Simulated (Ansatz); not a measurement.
This was printed by a script on the Ansatz DFT code, driven from Python, for a single point in a Gaussian basis of CH7NSeSi, SMILES N[SiH2]C[SeH]. What did the script look like? Settings: wB97X-V, def2-SVPD basis, multiplicity 1.

The script reads `ch7nsesi.xyz`:
```text
11

N    -1.17410    1.29760   -0.42800
Si   -0.60700    0.01400    0.58940
C     1.21230   -0.14700    0.35380
Se    1.72600   -0.65050   -1.46790
H    -1.09750    1.03160   -1.44900
H    -2.25150    1.41500   -0.27040
H    -1.23430   -1.24300    0.22420
H    -0.85460    0.33880    1.99230
H     1.73340    0.84030    0.63650
H     1.63460   -0.92100    1.08550
H     0.97790   -2.03300   -1.24570
```

```console
$ python ch7nsesi.py
INFO:run:converged              True
INFO:run:free_energy_ev         -75848.53993516696
INFO:run:reference_energy_ev    -75848.53993516696
INFO:run:n_frozen               0
INFO:run:n_occupied             [34, 34]
INFO:run:n_virtual              [127, 127]
INFO:run:mean field: -2787.3824306 Ha, <S^2> = 0.0000, stability: minimum
```

One script that gives this output:

`ch7nsesi.py`:
```python
import logging
import sys
import warnings

import ansatz as az

logging.basicConfig(stream=sys.stdout, format="%(levelname)s:%(name)s:%(message)s")
logger = logging.getLogger("run")
logger.setLevel(logging.INFO)

SETTINGS = {
    "basis_set": "def2-SVPD",
}

warnings.simplefilter("ignore", az.DeckWarning)

molecule = az.Crystal.molecule_from_extxyz("ch7nsesi.xyz")

job = (
    molecule.calculation()
    .basis(gaussian=SETTINGS["basis_set"])
    .functional(az.LibraryFunctional("wB97X-V"))
)
done = job.run(threads=1, pin="off")
data = done.report

for key in ("converged", "free_energy_ev", "reference_energy_ev", "n_frozen", "n_occupied", "n_virtual"):
    logger.info(f"{key:22s} {data[key]}")

state = data["mean_field"]["state"]
logger.info(f"mean field: {state['energy']['hartree']:.7f} Ha, <S^2> = {abs(state['spin_squared']):.4f}, stability: {state.get('stability', {}).get('kind')}")
```

What to keep in mind:
- Total energies depend on the basis set; only differences at equal settings carry meaning.
- The geometry is a force-field or estimated start, not a minimum of this method, and the basis set is short of its limit.
- Finished in 27 s on 1 thread of Arm Neoverse V1, with other jobs on the host, peak memory 0.57 GiB.
